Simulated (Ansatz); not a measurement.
## MnPt₃, space group Pm-3m: a convergence test of the plane-wave cutoff, step by step

With Ansatz 0.2.0, Python API.

Contents of `mnpt3.cif`:
```cif
data_MnPt3
_cell_length_a 3.900000
_cell_length_b 3.900000
_cell_length_c 3.900000
_cell_angle_alpha 90.00000
_cell_angle_beta 90.00000
_cell_angle_gamma 90.00000
_symmetry_space_group_name_H-M 'P 1'
_symmetry_Int_Tables_number 1
loop_
_symmetry_equiv_pos_as_xyz
'x, y, z'
loop_
_atom_site_label
_atom_site_type_symbol
_atom_site_fract_x
_atom_site_fract_y
_atom_site_fract_z
Mn1 Mn    0.000000    0.000000    0.000000
Pt2 Pt    0.000000    0.500000    0.500000
Pt3 Pt    0.500000    0.000000    0.500000
Pt4 Pt    0.500000    0.500000    0.000000
```

The cells in order, each with its output:

**Cell 1**
```python
import ansatz as az
from ase.io import read
import matplotlib.pyplot as plt
```

**Cell 2**
```python
atoms = read('mnpt3.cif')
structure = az.Crystal.from_ase(atoms).moments(Mn=5.2)
```

**Cell 3**
```python
len(structure.resolved().sites)
```
Output:
```text
4
```

**Cell 4**
```python
calculation = (
    structure.calculation()
    .functional('lda')
    .kpoints(6, 6, 6, center='gamma')
    .occupations('fermi_dirac', width=0.1)
    .spin('collinear')
    .stress()
)
```

**Cell 5**
```python
rows = []
for value in [250, 350, 450, 550]:
    rep = calculation.basis(value).run(threads=1, backend='cpu').report
    rows.append((value, rep['free_energy_ev'] / len(rep['lattice']['sites']), rep['n_iterations'], sum(rep['stress_gpa'][i][i] for i in range(3)) / 3, rep['magnetization_mub'], rep['n_pw']))
```
Output:
```text
DeckWarning: basis.ecutwfc = 250 eV is below the records' recommended 420 eV, and the density's cutoff is lower with it unless basis.ecutrho_ratio is high enough to keep the records' density cutoff: compare with a run at a higher cutoff
DeckWarning: where an SCF of this run starts from atoms to list the orders of its open shells, Mn (site 0, from 0) starts with 5.00 μB on its 3d shell, in the place of the 5.20 μB that the deck gives it: its open shells can hold no more by Hund's first rule. To start from spheres of the given moment, type scf.initial_density.shell_occupations: []
DeckWarning: basis.ecutwfc = 350 eV is below the records' recommended 420 eV, and the density's cutoff is lower with it unless basis.ecutrho_ratio is high enough to keep the records' density cutoff: compare with a run at a higher cutoff
```

**Cell 6**
```python
print(' cutoff (eV)   F/atom (eV)    iterations       P (GPa)  moment (muB)   plane waves')
for row in rows:
    print(f'{str(row[0]):>12s}  {row[1]:12.5f}  {row[2]:12d}  {row[3]:12.3f}  {row[4]:12.3f}  {row[5]:12d}')
```
Output:
```text
 cutoff (eV)   F/atom (eV)    iterations       P (GPa)  moment (muB)   plane waves
         250  -10142.83433            12        -6.221         4.098           515
         350  -10144.27905            12       -10.595         4.085           895
         450  -10144.28917            12       -10.567         4.084          1309
         550  -10144.28992            12       -10.569         4.084          1743
```

**Cell 7**
```python
for row in rows[:-1]:
    shift = 1000 * (row[1] - rows[-1][1])
    print(f'{row[0]}: {shift:+.2f} meV/atom' + ('  (within 2 meV)' if abs(shift) < 2 else ''))
plt.figure(figsize=(4.5, 3))
plt.plot([str(row[0]) for row in rows], [1000 * (row[1] - rows[-1][1]) for row in rows], 'o-')
plt.xlabel('cutoff (eV)')
plt.ylabel('F - F(last) (meV/atom)')
plt.tight_layout()
plt.savefig('ecut.png', dpi=100)
```
Output:
```text
250: +1455.58 meV/atom
350: +10.86 meV/atom
450: +0.74 meV/atom  (within 2 meV)
```

From 450 eV on it stays within 2 meV an atom of the value at 550 eV; the first row (250 eV) is off by 1455.6 meV and the last but one by 0.74 meV. The energy falls steadily, as expected when plane waves are added. The pressure moves from -6.22 to -10.57 GPa (the program's stress holds a Pulay correction, so it settles early).

Caveats:
- Other magnetic orders than the one started from may lie lower.
- For a metal this k-point mesh is coarse: on a finer one energies can move by several to tens of meV an atom and pressures by half a GPa or more, differences at one mesh by less.
- The overall sign of a collinear moment is arbitrary, and semilocal functionals can give small moments to compounds that are paramagnetic.
- Pressure is positive in compression.
- Spin-orbit coupling, which matters for elements this heavy, is left out.
- The starting cell is as deposited in a crystallographic database; the results hold for this polymorph, which needn't be the stable one.
- Warnings are shown shortened and without file and line.
- Shifts are counted from the last row, which is itself no proven limit.
- Hardware and time: 9.4 s on 1 thread of AMD EPYC 9R45 96-Core Processor (Zen 5), on a shared host, peak memory 0.63 GiB.
